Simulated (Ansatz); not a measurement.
# H3C5: the cost of one run

Program: Ansatz 0.2.0. Level of theory: DFT PBE, plane waves, PAW, scalar-relativistic, no spin polarisation. These are calculated values, not measurements.

## 1. Starting point

The cell holds 32 atoms (C20H12): a = 5.049 Å, b = 5.049 Å, c = 17.136 Å, α = 90.00°, β = 90.00°, γ = 90.00°.

Its coordinates follow in the input file.

## 2. End point A

The input, input.yaml:

```yaml
crystal:
  lattice:
    - [5.048742, 0.0, 0.0]
    - [0.0, 5.048742, 0.0]
    - [0.0, 0.0, 17.135561]
  atoms:
    - { symbol: H, position: [0.4277868, 0.0, 0.0583582] }
    - { symbol: H, position: [0.0722132, 0.0, 0.0583582] }
    - { symbol: H, position: [0.9277868, 0.0, 0.0583582] }
    - { symbol: H, position: [0.5722132, 0.0, 0.0583582] }
    - { symbol: H, position: [0.4277868, 0.5, 0.0583582] }
    - { symbol: H, position: [0.0722132, 0.5, 0.0583582] }
    - { symbol: H, position: [0.9277868, 0.5, 0.0583582] }
    - { symbol: H, position: [0.5722132, 0.5, 0.0583582] }
    - { symbol: C, position: [0.25, 0.0, 0.0953981] }
    - { symbol: C, position: [0.75, 0.0, 0.0953981] }
    - { symbol: C, position: [0.25, 0.5, 0.0953981] }
    - { symbol: C, position: [0.75, 0.5, 0.0953981] }
    - { symbol: C, position: [0.25, 0.25, 0.1474828] }
    - { symbol: C, position: [0.75, 0.25, 0.1474828] }
    - { symbol: C, position: [0.25, 0.75, 0.1474828] }
    - { symbol: C, position: [0.75, 0.75, 0.1474828] }
    - { symbol: C, position: [0.0, 0.25, 0.1995674] }
    - { symbol: C, position: [0.5, 0.25, 0.1995674] }
    - { symbol: C, position: [0.0, 0.75, 0.1995674] }
    - { symbol: C, position: [0.5, 0.75, 0.1995674] }
    - { symbol: C, position: [0.0, 0.0, 0.2516521] }
    - { symbol: C, position: [0.5, 0.0, 0.2516521] }
    - { symbol: C, position: [0.0, 0.5, 0.2516521] }
    - { symbol: C, position: [0.5, 0.5, 0.2516521] }
    - { symbol: C, position: [0.25, 0.0969069, 0.297901] }
    - { symbol: C, position: [0.75, 0.0969069, 0.297901] }
    - { symbol: C, position: [0.25, 0.4030931, 0.297901] }
    - { symbol: C, position: [0.75, 0.4030931, 0.297901] }
    - { symbol: H, position: [0.75, 0.0208818, 0.3580601] }
    - { symbol: H, position: [0.25, 0.4791182, 0.3580601] }
    - { symbol: H, position: [0.75, 0.4791182, 0.3580601] }
    - { symbol: H, position: [0.8940473, 0.4346713, 0.3452213] }
basis:
  ecutwfc: 420.0
kpoints:
  mp_grid: { grid: [3, 3, 1] }
hamiltonian:
  xc: pbe
  pseudopotentials: { kind: paw, azcp: { folder: soft_1 } }
scf:
  occupations: { method: gaussian, width: 0.02 }
  lower_state_search: "off"
relax:
  f_tol: 0.03
  max_steps: 60
  adjacent_minimum: "off"
  constraints: [{ sites: [0, 1, 2, 3, 4, 5, 6, 7, 8, 9, 10, 11, 12, 13, 14, 15] }]
output:
  write_density: true
  write_potential: true
  elf: true
  volumetric_format: npy
```

The run is started by

```
$ ansatz run input.yaml --threads 2 --pin off --max-ram 5120MiB --backend cpu --events-out ev --progress --plain --runs-dir out
```

What time and memory should one allow on 2 threads of Arm Neoverse V1, shared host?

About 2.8 min, with a peak of 0.7 GiB.
